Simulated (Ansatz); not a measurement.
**C7H5FO: ionisation energy by level of theory**

Aim: the vertical ionisation energy of C7H5FO, as cation minus neutral at the neutral's geometry, on several levels, and how well −ε(HOMO) stands in for it.

Computed with Ansatz 0.2.0, Gaussian basis. Level: unrestricted cation, the program's frozen cores in correlated methods.

Levels to be run: UKS PBE-D4/def2-TZVPP; UKS r2SCAN-D4/def2-TZVPP; UKS PBE0-D4/def2-TZVPP; UKS B3LYP-D4/def2-TZVPP; UKS wB97X-V/def2-TZVPP; UKS wB97M-V/def2-TZVPP; UKS B2PLYP/def2-TZVPP; UHF-CCSD(T)/def2-TZVPP; UHF-MP2/def2-QZVPP; extrapolation to the limit; then −ε(HOMO) from the neutral's earlier runs with LDA (SPW92), PBE-D4, revPBE-D4, BLYP-D4, r2SCAN-D4, B97M-V, PBE0-D4, B3LYP-D4, r2SCANh-D4, r2SCAN0-D4, HSE06-D4, BHLYP-D4, CAM-B3LYP-D4, LC-ωPBE, ωB97X-V, ωB97M-V.

## Step 1: Structure used throughout

An earlier PBE0-D4 in a triple-zeta def2 set relaxation fixed the geometry.

SMILES `O=C(F)c1ccccc1`, 14 atoms, charge 0, spin multiplicity 1.

Atoms are counted from 1 here; the program's logs count them from 0.

Bond lengths: O1–C2 1.184 Å, C2–F3 1.349 Å, C2–C4 1.471 Å, C4–C5 1.393 Å, C4–C9 1.392 Å, C5–C6 1.382 Å, C5–H10 1.083 Å, C6–C7 1.389 Å, C6–H11 1.083 Å, C7–C8 1.388 Å, C7–H12 1.084 Å, C8–C9 1.384 Å, C8–H13 1.083 Å, C9–H14 1.082 Å. Angles: O1–C2–F3 119.9°, O1–C2–C4 127.8°, F3–C2–C4 112.3°, C2–C4–C5 117.8°, C2–C4–C9 122.0°, C5–C4–C9 120.3°, C4–C5–C6 119.8°, C4–C5–H10 118.8°, C6–C5–H10 121.3°, C5–C6–C7 119.9°, C5–C6–H11 120.0°, C7–C6–H11 120.1°, C6–C7–C8 120.3°, C6–C7–H12 119.8°, C8–C7–H12 119.8°, C7–C8–C9 120.0°, C7–C8–H13 120.1°, C9–C8–H13 119.9° and more.

## Step 2: Cation, UKS PBE-D4/def2-TZVPP

File in.yaml:

```yaml
crystal:
  periodic: [false, false, false]
  atoms:
    - {symbol: O, position_ang: [2.816227, -1.406333, -0.498531]}
    - {symbol: C, position_ang: [1.843691, -1.412978, 0.175893]}
    - {symbol: F, position_ang: [1.723955, -2.311436, 1.175005]}
    - {symbol: C, position_ang: [0.672555, -0.527946, 0.076794]}
    - {symbol: C, position_ang: [0.675309, 0.442754, -0.922405]}
    - {symbol: C, position_ang: [-0.403320, 1.297095, -1.053824]}
    - {symbol: C, position_ang: [-1.484920, 1.184920, -0.189537]}
    - {symbol: C, position_ang: [-1.488784, 0.218665, 0.806273]}
    - {symbol: C, position_ang: [-0.411577, -0.640268, 0.942720]}
    - {symbol: H, position_ang: [1.530744, 0.509774, -1.583363]}
    - {symbol: H, position_ang: [-0.403715, 2.052723, -1.830241]}
    - {symbol: H, position_ang: [-2.330328, 1.855489, -0.293424]}
    - {symbol: H, position_ang: [-2.334258, 0.134548, 1.478543]}
    - {symbol: H, position_ang: [-0.405559, -1.396998, 1.716076]}
basis:
  gaussian: {orbitals: def2-TZVPP}
total_charge: 1
magnetization: {spin_polarized: true, initial_magnetization: 1}
hamiltonian: {xc: pbe, dispersion: d4}
```

Command:

```sh
> ansatz run in.yaml --threads 2 --pin off --events-out ev --progress --plain --max-ram 32768MiB --backend cuda --devices 0, --max-vram 18GiB
```

After this run come: Cation, UKS r2SCAN-D4/def2-TZVPP; Cation, UKS PBE0-D4/def2-TZVPP; Cation, UKS B3LYP-D4/def2-TZVPP; Cation, UKS wB97X-V/def2-TZVPP; Cation, UKS wB97M-V/def2-TZVPP; Cation, UKS B2PLYP (frozen core)/def2-TZVPP; Cation, UHF-CCSD(T)/def2-TZVPP; Cation, UHF-MP2/def2-QZVPP.

**Question.** What will the summary of the whole plan be? Wanted: ionisation energy, CCSD(T)/CBS; nearest functional by difference; nearest −ε(HOMO); −ε(HOMO) of PBE; T1 of the cation.

The runs gave:

| quantity | value |
| --- | --- |
| ionisation energy, CCSD(T)/CBS | 10.10 eV |
| nearest functional by difference | B2PLYP (-0.18 eV) |
| nearest −ε(HOMO) | ωB97X-V (+0.03 eV) |
| −ε(HOMO) of PBE | 6.97 eV |
| T1 of the cation | 0.022 |

What this shows: Energy differences with functionals land within 0.33 eV of the reference. −ε(HOMO) of PBE misses by 3.1 eV, since self-interaction lifts the level. Among orbital estimates ωB97X-V comes nearest. Hartree-Fock falls 1.56 eV short, as the neutral has more correlation energy than the cation.
